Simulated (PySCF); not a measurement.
# Ni, Ni+: ionisation energy in x2c-TZVPall

Wanted: the ionisation energy of nickel, up a ladder of methods.

Program: PySCF 2.14.0. Level of theory: unrestricted determinants in a Gaussian basis, no spin-orbit coupling in the energies. These are calculated values, not measurements, unless marked.

## Step 1: The atom as given

- Element: nickel (Z = 28)
- Basis: x2c-TZVPall (6s5p4d1f, 48 functions)
- Hamiltonian: the spin-free X2C one-electron Hamiltonian (Gaussian nucleus)
- State 1: Ni: [Ar] 3d8 4s2, high-spin 3F determinant
- State 2: Ni+: [Ar] 3d9, 2D determinant
- Methods: UHF, M06-2X, TPSS, MP2
- Core shells frozen in the correlated runs: valence: [Ar] (for Ni)

Outer shells as boxes (Hund's rule):

Ni [Ar] 3d8 4s2
```
[Ar] core
3d [↑↓][↑↓][↑↓][↑ ][↑ ]
4s [↑↓]
```

Ni+ [Ar] 3d9
```
[Ar] core
3d [↑↓][↑↓][↑↓][↑↓][↑ ]
```

The runs were made by one driver on top of PySCF. The scripts below sum up each run's settings (the driver also hands on starting orbitals that pick excited configurations, and frozen orbitals as a list rather than a count), and the logs come from the driver's own runs. The driver starts from symmetry-adapted Hartree-Fock orbitals, holds the occupation by maximum overlap and uses a logarithmic radial grid for functionals, so a plain start would take other cycles.

The driver's launch:

```bash
> OMP_NUM_THREADS=1 python atomrun2.py TASK.json OUT
```

The integrals over 48 functions and the set-up took 0.26 s of CPU time.

## Step 2: Ni, method by method

**UHF**

Input file input.py:

```python
from pyscf import gto, scf, dft, mp, cc
import basis_set_exchange as bse
mol = gto.M(atom="Ni 0 0 0", charge=0, spin=2, symmetry="D2h",
            basis=gto.basis.parse(bse.get_basis("x2c-TZVPall", elements=["Ni"], fmt="nwchem", header=False)),
            nucmod="G")
mf = scf.UHF(mol).sfx2c1e()
mf.irrep_nelec = {'Ag': (6, 4), 'B1g': (1, 1), 'B2g': (1, 1), 'B3g': (1, 1), 'B1u': (2, 2), 'B2u': (2, 2), 'B3u': (2, 2)}
mf.kernel()
```

**M06-2X**

input.py, as changed from the run before:

```diff
@@ -5,3 +5,3 @@
             nucmod="G")
-mf = scf.UHF(mol).sfx2c1e()
+mf = dft.UKS(mol, xc="M062X").sfx2c1e()
 mf.irrep_nelec = {'Ag': (6, 4), 'B1g': (1, 1), 'B2g': (1, 1), 'B3g': (1, 1), 'B1u': (2, 2), 'B2u': (2, 2), 'B3u': (2, 2)}
```

**TPSS**

input.py, as changed from the run before:

```diff
@@ -5,3 +5,3 @@
             nucmod="G")
-mf = dft.UKS(mol, xc="M062X").sfx2c1e()
+mf = dft.UKS(mol, xc="TPSS").sfx2c1e()
 mf.irrep_nelec = {'Ag': (6, 4), 'B1g': (1, 1), 'B2g': (1, 1), 'B3g': (1, 1), 'B1u': (2, 2), 'B2u': (2, 2), 'B3u': (2, 2)}
```

**MP2 (valence)**

input.py, as changed from the run before:

```diff
@@ -5,4 +5,5 @@
             nucmod="G")
-mf = dft.UKS(mol, xc="TPSS").sfx2c1e()
+mf = scf.UHF(mol).sfx2c1e()
 mf.irrep_nelec = {'Ag': (6, 4), 'B1g': (1, 1), 'B2g': (1, 1), 'B3g': (1, 1), 'B1u': (2, 2), 'B2u': (2, 2), 'B3u': (2, 2)}
 mf.kernel()
+mp.UMP2(mf, frozen=9).kernel()
```

## Step 3: Ni+, method by method

**UHF**

Input file input.py:

```python
from pyscf import gto, scf, dft, mp, cc
import basis_set_exchange as bse
mol = gto.M(atom="Ni 0 0 0", charge=1, spin=1, symmetry="D2h",
            basis=gto.basis.parse(bse.get_basis("x2c-TZVPall", elements=["Ni"], fmt="nwchem", header=False)),
            nucmod="G")
mf = scf.UHF(mol).sfx2c1e()
mf.irrep_nelec = {'Ag': (5, 4), 'B1g': (1, 1), 'B2g': (1, 1), 'B3g': (1, 1), 'B1u': (2, 2), 'B2u': (2, 2), 'B3u': (2, 2)}
mf.kernel()
```

**M06-2X**

input.py, as changed from the run before:

```diff
@@ -5,3 +5,3 @@
             nucmod="G")
-mf = scf.UHF(mol).sfx2c1e()
+mf = dft.UKS(mol, xc="M062X").sfx2c1e()
 mf.irrep_nelec = {'Ag': (5, 4), 'B1g': (1, 1), 'B2g': (1, 1), 'B3g': (1, 1), 'B1u': (2, 2), 'B2u': (2, 2), 'B3u': (2, 2)}
```

**TPSS**

input.py, as changed from the run before:

```diff
@@ -5,3 +5,3 @@
             nucmod="G")
-mf = dft.UKS(mol, xc="M062X").sfx2c1e()
+mf = dft.UKS(mol, xc="TPSS").sfx2c1e()
 mf.irrep_nelec = {'Ag': (5, 4), 'B1g': (1, 1), 'B2g': (1, 1), 'B3g': (1, 1), 'B1u': (2, 2), 'B2u': (2, 2), 'B3u': (2, 2)}
```

**MP2 (valence)**

input.py, as changed from the run before:

```diff
@@ -5,4 +5,5 @@
             nucmod="G")
-mf = dft.UKS(mol, xc="TPSS").sfx2c1e()
+mf = scf.UHF(mol).sfx2c1e()
 mf.irrep_nelec = {'Ag': (5, 4), 'B1g': (1, 1), 'B2g': (1, 1), 'B3g': (1, 1), 'B1u': (2, 2), 'B2u': (2, 2), 'B3u': (2, 2)}
 mf.kernel()
+mp.UMP2(mf, frozen=9).kernel()
```

Q: Predict the outcome of this session.

As calculated:

| quantity | value |
| --- | --- |
| ionisation energy, Ni | UHF 8.209, MP2 (valence) 6.991 eV; reference 7.640 |

The methods span 1.218 eV, from MP2 (valence) (6.991) to UHF (8.209). The reference is uncertain or not like for like (spin-orbit coupling or other relativistic terms), so no ranking of close methods is drawn. All values hold for this basis alone; no basis-set limit was taken.
